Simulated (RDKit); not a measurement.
**C2H5FSSi (SMILES F[Si]1(S)CC1): levels of theory compared**

Wanted: a comparison of 3 runs (MMFF94, UFF, extended Hückel) of C2H5FSSi. Input form: a Python script.

The results are computed with RDKit 2026.09.1.

1 further run of the same task is left out (set aside as unsound or not needed).

**1. The molecule**

C2H5FSSi has 10 atoms, charge 0, and is taken as a singlet. As SMILES, `F[Si]1(S)CC1`. The shape is that of a PBE0-D4/def2-TZVP optimisation. This is one conformer, not always the lowest.

Bond lengths: F1–Si2 1.594 Å, Si2–S3 2.104 Å, Si2–C4 1.814 Å, Si2–C5 1.816 Å, C4–C5 1.586 Å, S3–H6 1.345 Å, C4–H7 1.086 Å, C4–H8 1.085 Å, C5–H9 1.086 Å, C5–H10 1.085 Å. Some angles: F1–Si2–S3 112.0°, F1–Si2–C4 119.5°, F1–Si2–C5 117.9°, S3–Si2–C4 119.5°, S3–Si2–C5 123.8°, C4–Si2–C5 51.8°, Si2–C4–C5 64.2°, Si2–C5–C4 64.0°, Si2–S3–H6 94.6°, Si2–C4–H7 119.6°.

**2. A single-point energy at MMFF94 (run 1)**

File mol.xyz:

```xyz
10

F     -1.064600    -0.948600     1.695800
Si     0.019400    -0.446800     0.640400
S      1.980200    -0.925800     1.235500
C     -0.398400    -0.421600    -1.124400
C     -0.400600     0.986000    -0.393300
H      1.971300    -0.107200     2.303100
H     -1.376100    -0.764700    -1.449800
H      0.362300    -0.556700    -1.886300
H     -1.377500     1.451900    -0.303900
H      0.367200     1.682100    -0.714300
```

File job.py:

```python
# MMFF94 energy with RDKit
import json
import numpy as np
from rdkit import Chem
from rdkit.Chem import AllChem
from rdkit.Chem import rdDetermineBonds

molecule = Chem.MolFromXYZFile("mol.xyz")
rdDetermineBonds.DetermineBonds(molecule, charge=0)
print("perceived SMILES:", Chem.MolToSmiles(Chem.RemoveHs(molecule)))
symbols = [a.GetSymbol() for a in molecule.GetAtoms()]
start = molecule.GetConformer().GetPositions().copy()

props = AllChem.MMFFGetMoleculeProperties(molecule, mmffVariant="MMFF94")
ff = AllChem.MMFFGetMoleculeForceField(molecule, props)
e = ff.CalcEnergy()
g = np.array(ff.CalcGrad()).reshape(-1, 3)
print(f"MMFF94 energy {e:.5f} kcal/mol, gradient norm {np.linalg.norm(g):.4f} kcal/mol/angstrom")
print("atom  type  charge   gradient")
for i, a in enumerate(symbols):
    print(f"{a:<2}{i + 1:<3} {props.GetMMFFAtomType(i):4d} {props.GetMMFFPartialCharge(i):8.4f}  " + " ".join(f"{c:9.4f}" for c in g[i]))
names = ["Bond", "Angle", "StretchBend", "Oop", "Torsion", "VdW", "Ele"]
terms = []
for name in names:
    for other in names:
        getattr(props, f"SetMMFF{other}Term")(other == name)
    terms.append(AllChem.MMFFGetMoleculeForceField(molecule, props).CalcEnergy())
    print(f"{name:<12} {terms[-1]:11.5f} kcal/mol")
json.dump(dict(symbols=symbols, start=start.tolist(), energy=e, gradient=g.tolist(), charges_other=[props.GetMMFFPartialCharge(i) for i in range(len(symbols))], atom_types=[str(props.GetMMFFAtomType(i)) for i in range(len(symbols))], energy_term_names=names, energy_terms=terms), open("results.json", "w"))
```

Run with:

```sh
$ python job.py
```

What it wrote:

```text
perceived SMILES: F[Si]1(S)CC1
MMFF94 energy -15.38192 kcal/mol, gradient norm 60.0891 kcal/mol/angstrom
atom  type  charge   gradient
F 1     11  -0.4110     2.2733   -8.5197   17.0339
Si2     19   1.1190     0.1424    8.1997  -11.9682
S 3     15  -0.5100     5.3229  -12.3497    8.8457
C 4     22  -0.3890     3.5674  -31.0843  -18.2481
C 5     22  -0.3890    -3.2261   33.7406   15.0476
H 6     71   0.1800    -2.0389    3.2851    2.0000
H 7      5   0.1000    -1.0491    3.2135   -2.2644
H 8      5   0.1000    -2.2369    1.7142   -3.3370
H 9      5   0.1000    -1.0109    0.5424   -3.8673
H 10     5   0.1000    -1.7442    1.2584   -3.2423
Bond             3.08090 kcal/mol
Angle            9.99665 kcal/mol
StretchBend     -2.71841 kcal/mol
Oop              0.00000 kcal/mol
Torsion          4.38791 kcal/mol
VdW             -0.21507 kcal/mol
Ele            -29.91391 kcal/mol
```

It took 0.16 s on 1 thread of Arm Neoverse V2, shared host.

**3. The energy at UFF (run 2)**

mol.xyz is that of step 2.

File ff.py:

```python
# UFF energy with RDKit
import json
import numpy as np
from rdkit import Chem
from rdkit.Chem import AllChem
from rdkit.Chem import rdDetermineBonds

m = Chem.MolFromXYZFile("mol.xyz")
rdDetermineBonds.DetermineBonds(m, charge=0)
print("perceived SMILES:", Chem.MolToSmiles(Chem.RemoveHs(m)))
symbols = [a.GetSymbol() for a in m.GetAtoms()]
start = m.GetConformer().GetPositions().copy()

ff = AllChem.UFFGetMoleculeForceField(m)
e = ff.CalcEnergy()
g = np.array(ff.CalcGrad()).reshape(-1, 3)
print(f"UFF energy {e:.5f} kcal/mol, gradient norm {np.linalg.norm(g):.4f} kcal/mol/angstrom")
json.dump(dict(symbols=symbols, start=start.tolist(), energy=e, gradient=g.tolist()), open("results.json", "w"))
```

Run with:

```sh
$ python ff.py
```

What it wrote:

```text
perceived SMILES: F[Si]1(S)CC1
UFF energy 209.36540 kcal/mol, gradient norm 138.7042 kcal/mol/angstrom
```

Run time: 0.16 s. Hardware: 1 thread of Arm Neoverse V2, shared host.

**4. Energy and one-electron properties at extended Hückel (run 3)**

mol.xyz is that of step 3.

File job.py:

```python
import json
import numpy as np
from rdkit import Chem
from rdkit.Chem import AllChem
from rdkit.Chem import rdDetermineBonds
from rdkit.Chem import rdEHTTools

molecule = Chem.MolFromXYZFile("mol.xyz")
symbols = [a.GetSymbol() for a in molecule.GetAtoms()]
start = molecule.GetConformer().GetPositions().copy()

ok, res = rdEHTTools.RunMol(molecule, keepOverlapAndHamiltonianMatrices=True)
if not ok:
    raise RuntimeError("the extended Hueckel run failed")
eps = np.array(res.GetOrbitalEnergies())
nel = res.numElectrons
homo = (nel + 1) // 2 - 1
print(f"{res.numOrbitals} orbitals, {nel} valence electrons, sum of one-electron energies {res.totalEnergy:.4f} eV")
for i in range(max(0, homo - 3), min(len(eps), homo + 6)):
    print(f"{i + 1:4d} {eps[i]:10.4f} eV", "(HOMO)" if i == homo else "(LUMO)" if i == homo + 1 else "")
q = np.array(res.GetAtomicCharges())
print("Mulliken charges:", " ".join(f"{a}{i + 1}={c:+.3f}" for i, (a, c) in enumerate(zip(symbols, q))))
op = res.GetReducedOverlapPopulationMatrix()
pairs = [(k, i, op[i * (i + 1) // 2 + k]) for i in range(len(symbols)) for k in range(i) if abs(op[i * (i + 1) // 2 + k]) > 0.1]
print("reduced overlap populations above 0.1")
for k, i, p in pairs:
    print(f"  {symbols[k]}{k + 1}-{symbols[i]}{i + 1} {p:7.3f}")
json.dump(dict(symbols=symbols, start=start.tolist(), energy=res.totalEnergy * 23.060548, homo=eps[homo], lumo=eps[homo + 1] if homo + 1 < len(eps) else None, orbital_energies=eps.round(4).tolist(), charges_mulliken=q.tolist(), bond_orders=[[k + 1, i + 1, round(p, 4)] for k, i, p in pairs], nel=nel), open("results.json", "w"))
```

Run with:

```sh
$ python job.py
```

What it wrote:

```text
25 orbitals, 30 valence electrons, sum of one-electron energies -552.3041 eV
  12   -13.4592 eV
  13   -12.0042 eV
  14   -11.7148 eV
  15   -10.9458 eV (HOMO)
  16    -2.7249 eV (LUMO)
  17     1.4366 eV
  18     3.1301 eV
  19     4.5506 eV
  20     8.7292 eV
Mulliken charges: F1=-0.690 Si2=+1.649 S3=-0.180 C4=-0.451 C5=-0.444 H6=-0.026 H7=+0.035 H8=+0.035 H9=+0.037 H10=+0.035
reduced overlap populations above 0.1
  F1-Si2   0.408
  Si2-S3   0.770
  Si2-C4   0.600
  Si2-C5   0.594
  C4-C5   0.617
  S3-H6   0.712
  C4-H7   0.795
  C4-H8   0.797
  C5-H9   0.794
  C5-H10   0.797
```

Wall time 0.16 s (1 thread of Arm Neoverse V2, shared host).

Atomic charges (e):

```tsv
atom	Mulliken
F1	-0.690
Si2	+1.649
S3	-0.180
C4	-0.451
C5	-0.444
H6	-0.026
H7	+0.035
H8	+0.035
H9	+0.037
H10	+0.035
```

**5. The series**

```tsv
run	level	task	energy (Eh)	largest force (eV/Å)	wall time
1	MMFF94	energy	-0.024513	1.608	0.16 s
2	UFF	energy	0.333645	2.808	0.16 s
3	extended Hückel	properties	-20.296802	–	0.16 s
```

**6. Summary of results**

| quantity | value |
| --- | --- |
| run 3: sum of orbital energies | -20.29680 Eh |
| run 3: HOMO energy | -10.95 eV |
| run 3: LUMO energy | -2.72 eV |
| run 3: HOMO–LUMO gap | 8.22 eV |

What this shows: Force-field and semi-empirical energies have zeros of their own, so their totals don't compare. All runs together took 0.48 s, the longest 0.16 s.
